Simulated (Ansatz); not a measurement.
# SnSe2 (CdI2 type): how the settings move a single-point run

How sensitive is a single-point run of SnSe2 (CdI2 type) to its settings? A reference run comes first, then five runs with altered input.

Computed with Ansatz 0.2.0 (reference: DFT r2SCAN, scalar-relativistic, plane waves, PAW, unless a step's input says otherwise).

2 further runs of the same task are left out: 2 set aside as unsound or not needed.

**1. Starting point**

Symmetry: P-3m1, No. 164, trigonal system. Conventional cell: a = 3.841 Å, b = 3.841 Å, c = 6.506 Å, α = 90.00°, β = 90.00°, γ = 120.00°. Sn (site symmetry -3m) has 6 Se at 2.72 Å as nearest neighbours. Se (site symmetry 3m) is surrounded by 3 Sn at 2.72 Å.

Coordinates:

```
Sn Se
1.0
     3.84057    0.00000    0.00000
    -1.92028    3.32603    0.00000
     0.00000    0.00000    6.50637
Sn Se
1 2
Direct
  0.00000 0.00000 0.00000
  0.33333 0.66667 0.24187
  0.66667 0.33333 0.75813
```

**2. Reference**

Contents of input.yaml:

```yaml
crystal:
  lattice:
    - [3.8405677617, 0.0, 0.0]
    - [-1.9202838809, 3.3260292466, 0.0]
    - [0.0, 0.0, 6.5063710246]
  atoms:
    - { symbol: Sn, position: [0.0, 0.0, 0.0] }
    - { symbol: Se, position: [0.3333333333, 0.6666666667, 0.2418655614] }
    - { symbol: Se, position: [0.6666666667, 0.3333333333, 0.7581344386] }
basis:
  ecutwfc: 500
  ecutrho_ratio: 4
kpoints:
  mp_grid: { grid: [10, 10, 6] }
  band_path:
    path:
      - [[0.0, 0.0, 0.0], [0.5, 0.0, 0.0], [0.33333333, 0.33333333, 0.0], [0.0, 0.0, 0.0], [0.0, 0.0, 0.5], [0.5, 0.0, 0.5], [0.33333333, 0.33333333, 0.5], [0.0, 0.0, 0.5]]
      - [[0.5, 0.0, 0.5], [0.5, 0.0, 0.0]]
      - [[0.33333333, 0.33333333, 0.5], [0.33333333, 0.33333333, 0.0]]
    npoints: 14
hamiltonian:
  xc: r2scan
scf:
  occupations: { method: gaussian, width: 0.05 }
  n_extra_bands: 13
output:
  forces: true
  stress: true
  eigenvalues: true
  populations: true
  dos: { projected: true, de: 0.02, nscf_kmesh: { grid: [15, 15, 9] } }
  bader: true
  write_density: true
  write_potential: true
  elf: true
  volumetric_format: npy
```

Started as:

```
$ ansatz run input.yaml --threads 4 --pin off --max-ram 7168MiB --backend cpu --events-out ev --progress --plain --runs-dir out
```

**3. Changing settings: chi_scale 0.0**

Contents of input.yaml:

```yaml
crystal:
  lattice:
    - [3.840567761707, 2.886741408691e-11, 0.0]
    - [-1.920283880879, 3.326029246579, 0.0]
    - [0.0, 0.0, 6.5063710246]
  atoms:
    - { symbol: Sn, position: [0.0, 0.0, 0.0] }
    - { symbol: Se, position: [0.3333333333333, 0.6666666666667, 0.2418655614] }
    - { symbol: Se, position: [0.6666666666667, 0.3333333333333, 0.7581344386] }
basis:
  ecutwfc: 500
  ecutrho_ratio: 4
kpoints:
  mp_grid: { grid: [10, 10, 6] }
hamiltonian:
  xc: r2scan
scf:
  occupations: { method: gaussian, width: 0.05 }
  initial_density: { chi_scale: 0.0 }
output:
  forces: true
  stress: true
```

**4. Changed: mp_grid.grid [3, 3, 2], scf.algorithm direct_min**

Contents of input.yaml:

```yaml
crystal:
  lattice:
    - [3.840567761707, 2.886741408691e-11, 0.0]
    - [-1.920283880879, 3.326029246579, 0.0]
    - [0.0, 0.0, 6.5063710246]
  atoms:
    - { symbol: Sn, position: [0.0, 0.0, 0.0] }
    - { symbol: Se, position: [0.3333333333333, 0.6666666666667, 0.2418655614] }
    - { symbol: Se, position: [0.6666666666667, 0.3333333333333, 0.7581344386] }
basis:
  ecutwfc: 500
  ecutrho_ratio: 4
kpoints:
  mp_grid: { grid: [3, 3, 2] }
hamiltonian:
  xc: r2scan
scf:
  occupations: { method: gaussian, width: 0.05 }
  algorithm: direct_min
output:
  forces: true
  stress: true
  write_density: true
  write_potential: true
  elf: true
  volumetric_format: npy
```

**5. Changing settings: preconditioner kerker**

Contents of input.yaml:

```yaml
crystal:
  lattice:
    - [3.840567761707, 2.886741408691e-11, 0.0]
    - [-1.920283880879, 3.326029246579, 0.0]
    - [0.0, 0.0, 6.5063710246]
  atoms:
    - { symbol: Sn, position: [0.0, 0.0, 0.0] }
    - { symbol: Se, position: [0.3333333333333, 0.6666666666667, 0.2418655614] }
    - { symbol: Se, position: [0.6666666666667, 0.3333333333333, 0.7581344386] }
basis:
  ecutwfc: 500
  ecutrho_ratio: 4
kpoints:
  mp_grid: { grid: [10, 10, 6] }
hamiltonian:
  xc: r2scan
scf:
  occupations: { method: gaussian, width: 0.05 }
  mixing: { preconditioner: kerker }
output:
  forces: true
  stress: true
```

**6. Changed: ecutwfc 33.1 Ry, dr2_threshold 1.0e-05**

Contents of input.yaml:

```yaml
crystal:
  lattice:
    - [3.840567761707, 2.886741408691e-11, 0.0]
    - [-1.920283880879, 3.326029246579, 0.0]
    - [0.0, 0.0, 6.5063710246]
  atoms:
    - { symbol: Sn, position: [0.0, 0.0, 0.0] }
    - { symbol: Se, position: [0.3333333333333, 0.6666666666667, 0.2418655614] }
    - { symbol: Se, position: [0.6666666666667, 0.3333333333333, 0.7581344386] }
basis:
  ecutwfc: "33.1 Ry"
  ecutrho_ratio: 4
kpoints:
  mp_grid: { grid: [10, 10, 6] }
hamiltonian:
  xc: r2scan
scf:
  occupations: { method: gaussian, width: 0.05 }
  convergence: { dr2_threshold: 1.0e-05 }
output:
  forces: true
  stress: true
```

**7. Variant: starting moments, xc lda, spin_polarized true**

Contents of input.yaml:

```yaml
crystal:
  lattice:
    - [3.840567761707, 2.886741408691e-11, 0.0]
    - [-1.920283880879, 3.326029246579, 0.0]
    - [0.0, 0.0, 6.5063710246]
  atoms:
    - { symbol: Sn, position: [0.0, 0.0, 0.0], spin: 0.2 }
    - { symbol: Se, position: [0.3333333333333, 0.6666666666667, 0.2418655614], spin: 0.2 }
    - { symbol: Se, position: [0.6666666666667, 0.3333333333333, 0.7581344386], spin: 0.2 }
basis:
  ecutwfc: 500
  ecutrho_ratio: 4
kpoints:
  mp_grid: { grid: [10, 10, 6] }
hamiltonian:
  xc: lda
scf:
  occupations: { method: gaussian, width: 0.05 }
output:
  forces: true
  stress: true
magnetization:
  spin_polarized: true
```

Q: Predict the outcome of this session. Wanted: for each run, ending; energy change; pressure; gap; force.

The runs gave:

| run | ending | energy change | pressure (GPa) | gap (eV) | force (eV/Å) | cycles | time |
| --- | --- | --- | --- | --- | --- | --- | --- |
| reference | converged | 0 | 0.0 | 1.03 | 0.00 | 6 | 12 s |
| 1: chi_scale 0.0 | converged | 0.0 meV/atom | 0.0 | 1.03 | 0.00 | 8 | 2.3 s |
| 2: mp_grid.grid [3, 3, 2], scf.algorithm direct_min | converged | +124.7 meV/atom | 1.1 | 1.59 | 0.11 | 6 | 1.4 s |
| 3: preconditioner kerker | converged | 0.0 meV/atom | 0.0 | 1.03 | 0.00 | 9 | 2.2 s |
| 4: ecutwfc 33.1 Ry, dr2_threshold 1.0e-05 | converged | +0.3 meV/atom | 0.0 | 1.03 | 0.00 | 6 | 1.7 s |
| 5: starting moments, xc lda, spin_polarized true | converged | not comparable | -2.2 | 0.60 | 0.06 | 12 | 3.2 s |

Times don't compare one to one where runs were asked for different outputs or read a saved state (see the inputs); cycles may leave out searches for a lower state.

Residual by cycle in the longest SCF loop of each run; runs are numbered as in the table. The quantity is the density residual dr2, in eV.

| cycle | reference | run 1 | run 2 | run 3 | run 4 | run 5 |
| --- | --- | --- | --- | --- | --- | --- |
| 1 | 0.06 | 1.21 | 0.102 | 0.0584 | 0.0585 | 0.766 |
| 2 | 0.00343 | 0.197 | 0.00971 | 0.0251 | 0.00501 | 0.3 |
| 3 | 9.1e-4 | 0.0244 | 8.0e-4 | 0.00446 | 7.2e-4 | 0.028 |
| 4 | 2.0e-5 | 9.7e-4 | 2.3e-5 | 7.3e-4 | 2.4e-5 | 0.00196 |
| 5 | 1.0e-6 | 8.7e-5 | 4.0e-7 | 1.8e-4 | 2.4e-6 | 4.1e-4 |
| 6 | 9.1e-8 | 4.4e-6 | 1.4e-8 | 1.5e-5 | 5.2e-8 | 5.2e-5 |
| 7 | - | 1.8e-7 | - | 1.5e-6 | - | 2.7e-5 |
| 8 | - | 1.1e-8 | - | 1.4e-7 | - | 2.0e-6 |
| 9 | - | - | - | 2.0e-8 | - | 3.9e-7 |
| 10 | - | - | - | - | - | 1.2e-7 |
| 11 | - | - | - | - | - | 3.0e-8 |
| 12 | - | - | - | - | - | 1.4e-9 |

What this shows: Of the converged runs whose energies compare with the reference's, «mp_grid.grid [3, 3, 2], scf.algorithm direct_min» moves the energy most (+124.7 meV/atom). Run 4 ran under the cutoff that the potentials recommend, as the log warns, so basis error is mixed into its values.

These are semilocal Kohn-Sham gaps, which aren't the measured quantity. Such gaps usually fall short of the measured ones. Spin-orbit coupling is left out, though the cell holds Sn; it can move the gap.
